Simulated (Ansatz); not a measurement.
# Al (diamond type): the cost of one run

Method: DFT, LDA, PAW with Ansatz's default frozen-core files, scalar-relativistic, in Ansatz 0.2.0.

### 1 Starting point

The structure is cubic, space group Fd-3m (No. 227). The conventional cell has a = 5.406 Å, b = 5.406 Å, c = 5.406 Å, α = 90.00°, β = 90.00°, γ = 90.00°. Al (site symmetry -43m) is surrounded by 4 Al at 2.34 Å.

Structure file:

```
CELL_PARAMETERS angstrom
0.00000 2.70300 2.70300
2.70300 0.00000 2.70300
2.70300 2.70300 0.00000
ATOMIC_POSITIONS crystal
Al 0.87500 0.87500 0.87500
Al 0.12500 0.12500 0.12500
```

Whether this phase is the stable one at these pressures isn't tested.

Atoms are numbered in the order of the input: Al1, Al2.

### 2 Cell relaxed at zero pressure, PAW

Contents of input.yaml:

```yaml
crystal:
  lattice:
    - [0.0, 2.7030030601, 2.7030030601]
    - [2.7030030601, 0.0, 2.7030030601]
    - [2.7030030601, 2.7030030601, 0.0]
  atoms:
    - { symbol: Al, position: [-0.125, -0.125, -0.125] }
    - { symbol: Al, position: [0.125, 0.125, 0.125] }
kpoints:
  mp_grid: { grid: [12, 12, 12] }
scf:
  occupations: { method: fermi_dirac, width: 0.08 }
hamiltonian:
  xc: lda
  pseudopotentials: { kind: paw }
output:
  forces: true
  stress: true
relax:
  f_tol: 0.005
  max_steps: 40
  cell: {}
```

Launch:

```sh
$ ansatz run input.yaml --threads 1 --pin off --max-ram 2048MiB --backend cpu --events-out ev --progress --plain --runs-dir out
```

Q: Estimate wall time and peak memory on 1 thread of Arm Neoverse V1, shared host.

About 9.7 s, with a peak of 0.3 GiB.
